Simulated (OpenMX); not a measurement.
Runs of OpenMX 3.8.5 on WS. It takes space group P4/mmm (No. 123, tetragonal). The conventional cell has a = 2.888 Å, b = 2.888 Å, c = 3.008 Å, α = 90.00°, β = 90.00°, γ = 90.00°. Around W (site symmetry 4/mmm) lie 8 S at 2.54 Å and 4 W at 2.89 Å. Around S (site symmetry 4/mmm) lie 8 W at 2.54 Å and 4 S at 2.89 Å. The cell was built by a generator and needn't be a form met in nature.

```csv
cell,pressure (GPa)
"P4/mmm, 12.54 Å³/atom",26.4
"Pm-3m, 13.61 Å³/atom",2.3
"P4/mmm, 14.72 Å³/atom",(a)
"P4/mmm, 13.07 Å³/atom",(b)
"P4/mmm, 14.16 Å³/atom",-6.5
```

Alike in all rows: task band structure; level PBE; potentials or basis OpenMX 2013 PBE set, W7.0-s3p2d2f1, S7.0-s2p2d1f1, grid cutoff 400 Ry; no spin polarisation; k mesh 7 × 7 × 7; smearing fermi-dirac 0.05 eV.

**Question.** Fill in the values left out.

**Answer.** (a) -13.3; (b) 13.0.

Caveats: the basis of atomic orbitals isn't converged, which shifts pressures, moduli and gaps.
